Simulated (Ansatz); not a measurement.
# Ta (bcc): from the first guess to the electronic structure

What volume does Ta (bcc) take, and is it a metal or an insulator at this level? The pressure is brought towards zero step by step, and the electronic structure follows. Whether the element takes this structure at low temperature is a separate question.

Program: Ansatz 0.2.0. Level of theory: DFT LDA, scalar-relativistic, plane waves, PAW. These are calculated values, not measurements.

**1. Starting point**

The structure is cubic, space group Im-3m (No. 229). The conventional cell has a = 3.310 Å, b = 3.310 Å, c = 3.310 Å, α = 90.00°, β = 90.00°, γ = 90.00°. Around Ta (site symmetry m-3m) lie 8 Ta at 2.87 Å.

Structure file:

```cif
data_structure
_symmetry_space_group_name_H-M 'P 1'
_symmetry_Int_Tables_number 1
_cell_length_a 2.8665
_cell_length_b 2.8665
_cell_length_c 2.8665
_cell_angle_alpha 109.471
_cell_angle_beta 109.471
_cell_angle_gamma 109.471
_cell_volume 18.13
loop_
_atom_site_label
_atom_site_type_symbol
_atom_site_fract_x
_atom_site_fract_y
_atom_site_fract_z
_atom_site_occupancy
Ta1 Ta 0.00000 0.00000 0.00000 1
```

**2. The first run**

input.yaml reads:

```yaml
crystal:
  lattice:
    - [-1.655, 1.655, 1.655]
    - [1.655, -1.655, 1.655]
    - [1.655, 1.655, -1.655]
  atoms:
    - { symbol: Ta, position: [0.0, 0.0, 0.0] }
basis:
  ecutwfc: 420
  ecutrho_ratio: 4
kpoints:
  mp_grid: { grid: [18, 18, 18] }
hamiltonian:
  xc: lda
scf:
  occupations: { method: gaussian, width: 0.05 }
output:
  forces: true
  stress: true
  eigenvalues: true
```

The runs that follow: Next volume: 16.874 Å³/atom; A step to a new volume; A single point with the electronic structure.

Q: Predict the outcome of this session. Wanted: space group; conventional cell; volume; pressure; gap; states at the Fermi level.

**Answer**, as computed:

| quantity | value |
| --- | --- |
| space group | Im-3m (No. 229) |
| conventional cell | a = 3.253 Å, b = 3.253 Å, c = 3.253 Å, α = 90.00°, β = 90.00°, γ = 90.00° |
| volume | 17.210 Å³/atom |
| pressure | -0.04 GPa |
| gap | none (metal) |
| states at the Fermi level | 1.2 per eV per cell |

From the first run shown, the volume went from 18.13 to 17.21 Å³/atom (-5.1 %) in 3 runs, where the pressure is zero within 0.04 GPa. It comes out metallic; the largest share of the states at the Fermi level is Ta 5d (89 % of the projected weight). Spin–orbit coupling is left out, though the cell holds Ta; in elements this heavy it can shift levels and gaps by tenths of an eV.
